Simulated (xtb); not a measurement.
# C4H7NSi (SMILES C#C[SiH](C)N=C) at GFN1-xTB (GBSA acetone, surface grid normal)

Aim: a geometry optimisation of C4H7NSi. 

Program for the calculation: xtb 6.7.1.

## Step 1: The system as given

C4H7NSi has 13 atoms, charge 0, and is taken as a singlet. SMILES: `C#C[SiH](C)N=C`. Geometry: optimised at GFN1-xTB. This is one conformer, not always the lowest. The run starts from this shape.

Bond lengths: C1–C2 1.211 Å, C2–Si3 1.853 Å, Si3–C4 1.900 Å, Si3–N5 1.697 Å, N5–C6 1.258 Å, C1–H7 1.061 Å, Si3–H8 1.445 Å, C4–H9 1.095 Å, C4–H10 1.096 Å, C4–H11 1.095 Å, C6–H12 1.095 Å, C6–H13 1.094 Å. Some angles: C1–C2–Si3 178.1°, C2–Si3–C4 108.8°, C2–Si3–N5 114.2°, C4–Si3–N5 106.7°, Si3–N5–C6 167.2°, C2–C1–H7 179.7°, C2–Si3–H8 108.3°, C4–Si3–H8 114.2°, N5–Si3–H8 104.8°, Si3–C4–H9 112.5°.

## Step 2: A structure relaxation at GFN1-xTB (GBSA acetone, surface grid normal)

Contents of detailed.inp:

```
$gbsa
   gbsagrid=normal
$end
```

Contents of start.xyz:

```xyz
13
start
C     -2.60167     1.27768    -0.72177
C     -1.70388     0.51152    -0.44941
Si    -0.31875    -0.62732     0.01595
C      0.79613    -0.88554    -1.50059
N      0.67600    -0.04001     1.25858
C      1.25075     0.62244     2.16027
H     -3.38892     1.94610    -0.96545
H     -0.88924    -1.84478     0.54534
H      0.24278    -1.26011    -2.36848
H      1.27871     0.04277    -1.82798
H      1.60553    -1.60092    -1.31903
H      0.96468     1.64221     2.43711
H      2.08788     0.21597     2.73547
```

Run with:

```sh
xtb start.xyz -I detailed.inp --gbsa acetone --gfn1 -o --parallel 1 > out.txt
```

What values should one expect? Wanted: total energy at the end; dipole moment; HOMO energy; LUMO energy; HOMO–LUMO gap; dispersion energy; solvent term in the energy.

Answer, from the run:

At GFN1-xTB (GBSA acetone, surface grid normal):

| quantity | value |
| --- | --- |
| total energy at the end | -17.21646 Eh |
| dipole moment | 1.67 D |
| HOMO energy | -11.02 eV |
| LUMO energy | -8.21 eV |
| HOMO–LUMO gap | 2.81 eV |
| dispersion energy | -12.60 kJ/mol |
| solvent term in the energy | -33.2 kJ/mol |

In words: At the final geometry: Bond lengths: C1–C2 1.212 Å, C2–Si3 1.854 Å, Si3–C4 1.897 Å, Si3–N5 1.697 Å, N5–C6 1.259 Å, C1–H7 1.061 Å, Si3–H8 1.447 Å, C4–H9 1.095 Å, C4–H10 1.096 Å, C4–H11 1.095 Å, C6–H12 1.093 Å, C6–H13 1.092 Å. Some angles: C1–C2–Si3 178.2°, C2–Si3–C4 109.0°, C2–Si3–N5 113.9°, C4–Si3–N5 107.2°, Si3–N5–C6 167.6°, C2–C1–H7 179.6°, C2–Si3–H8 108.0°, C4–Si3–H8 113.9°, N5–Si3–H8 104.9°, Si3–C4–H9 112.3°. The optimisation took 8 steps and changed the energy by -0.001 eV.
